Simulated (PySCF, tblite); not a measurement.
**C₃H₁₁NSeSi₂: geometry, infrared bands and NMR shifts**

What infrared bands and NMR shifts should C₃H₁₁NSeSi₂ (`C[C@@H]1C[Si@@H]([SeH])N[SiH2]1`) show?

Programs: tblite 0.8.0 and PySCF 2.14.0, with density-fitted response routines of our own. Each step states its level of theory. These are calculated values for one molecule in the gas phase, unless marked as measured. Atoms count from 0, in the outputs and in this text.

## (1) The molecule as given

18 atoms, charge 0, multiplicity 1; geometry from: force field or distance geometry start.

Bonds of the start (Å): C0–C1 1.51, C1–C2 1.54, C2–Si3 1.86, Si3–Se4 2.26, Si3–N5 1.80, N5–Si6 1.79, Si6–C1 1.87, C0–H7 1.11, C0–H8 1.11, C0–H9 1.12, C1–H10 1.10, C2–H11 1.10, C2–H12 1.11, Si3–H13 1.45, Se4–H14 1.56, N5–H15 1.04, Si6–H16 1.46, Si6–H17 1.48.

## (2) Geometry optimisation with GFN2-xTB

Job settings and geometry (Å):

```
{"job": {"kind": "relax", "xc": "GFN2-xTB", "basis": "xTB"}, "charge": 0, "multiplicity": 1}
C     -1.696400     0.934100     0.018000
C     -1.217100    -0.491300     0.143300
C     -0.058900    -0.608500     1.158200
Si     1.196400     0.478100     0.316200
Se     3.138200     0.660700     1.458300
N      1.358000    -0.408800    -1.240500
Si    -0.333800    -0.977800    -1.427400
H     -1.524700     1.449300     0.984300
H     -1.140900     1.430600    -0.803500
H     -2.782400     0.945800    -0.248000
H     -2.022700    -1.184000     0.431400
H      0.298200    -1.651700     1.158000
H     -0.395900    -0.244100     2.150300
H      0.622500     1.799700     0.148700
H      3.853900     1.932600     0.917800
H      1.996200    -1.219600    -1.113500
H     -0.972200    -0.386300    -2.601900
H     -0.327100    -2.452600    -1.461400
```

The run is started by

```sh
OMP_NUM_THREADS=1 python probes_run.py task.json out
```

The driver reads the jobs from task.json and runs them one after another.

**Question.** This job is followed by: GFN2-xTB harmonic vibrations, gas phase; GIAO PBE0/pcSseg-1 NMR shielding, non-relativistic, gas phase. Predict these results of the whole session: strongest single infrared mode (GFN2-xTB); zero-point energy (GFN2-xTB); 13C shifts against TMS (PBE0/pcSseg-1); 1H shifts against TMS (PBE0/pcSseg-1, means over atoms taken as alike); 29Si shifts against TMS (PBE0/pcSseg-1); 77Se shifts against Me2Se (PBE0/pcSseg-1); 15N shifts against NH3 (PBE0/pcSseg-1); surface potential, 1st and 99th percentile.

As calculated:

| quantity | value |
| --- | --- |
| strongest single infrared mode (GFN2-xTB) | 2234 cm⁻¹, 508 km/mol |
| zero-point energy (GFN2-xTB) | 82.2 kcal/mol |
| 13C shifts against TMS (PBE0/pcSseg-1) | 22.2, 21.8, 18.1 ppm |
| 1H shifts against TMS (PBE0/pcSseg-1, means over atoms taken as alike) | 6.11, 5.07, 4.76, 1.64, 1.36, 1.23, 1.02, 0.44, 0.12 ppm |
| 29Si shifts against TMS (PBE0/pcSseg-1) | 7.4, -16.0 ppm |
| 77Se shifts against Me2Se (PBE0/pcSseg-1) | -354 ppm |
| 15N shifts against NH3 (PBE0/pcSseg-1) | 33.6 ppm |
| surface potential, 1st and 99th percentile | -0.96 V and 1.41 V |

**Reading.** The optimisation took 148 steps and gained 1.178 eV; among the close pairs (by a distance rule), Se4–H14 changed most, from 1.556 to 1.431 Å. No mode is imaginary among the 48: a minimum at this level. The strongest single mode, at 2234 cm⁻¹, moves mainly H17. Unscaled tight-binding wavenumbers are off by several per cent, some by more. Its intensities can rank the bands wrongly. At PBE0/pcSseg-1: The largest span, 409 ppm, is at Se4, where the paramagnetic term is -889 ppm. Spin-orbit coupling is left out, which matters for shieldings and couplings at and beside the heavy atoms.
